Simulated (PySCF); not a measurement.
# C5H9BNO: the cost of one run

Programs: PySCF 2.14.0, with routines of our own; each step states its level. All values are computed. Atoms count from 0.

## (1) The starting structure

17 atoms, charge -1, multiplicity 1; geometry from: GFN2-xTB.

## (2) Circular dichroism and optical rotation: TDDFT CAM-B3LYP/def2-SVPD

Job settings and geometry (Å):

```
{"job": {"kind": "ecd", "xc": "CAM-B3LYP", "basis": "def2-SVPD", "nstates": 16}, "charge": -1, "multiplicity": 1}
B      1.735364    -0.215144    -0.560088
C      0.452602     0.225629     0.521674
C      0.764947     1.601303     0.825203
O      0.264464     2.606780     0.342810
C     -0.934716     0.069398    -0.113155
C     -1.187292    -1.304743    -0.735608
C     -1.914422     0.312278     0.910231
N     -2.673715     0.460804     1.759149
H      2.779105     0.203323    -0.124258
H      1.762972    -1.422269    -0.588098
H      1.508826     0.248677    -1.648364
H      0.576074    -0.418362     1.392689
H      1.612592     1.714948     1.540734
H     -1.028942     0.850834    -0.876440
H     -2.187094    -1.356975    -1.170285
H     -0.444023    -1.480723    -1.506100
H     -1.093740    -2.083727     0.019996
```

Method: TDDFT CAM-B3LYP/def2-SVPD circular dichroism and optical rotation, one conformer, gas phase.

Command:

```
$ OMP_NUM_THREADS=1 python excited_run.py task.json out
```

One launch serves the whole session: the jobs run in the order shown.

Q: Estimate the wall time and peak memory of this job on 1 thread of Arm Neoverse V1, shared host.

About 2.4 min, with a peak of 1.1 GiB.
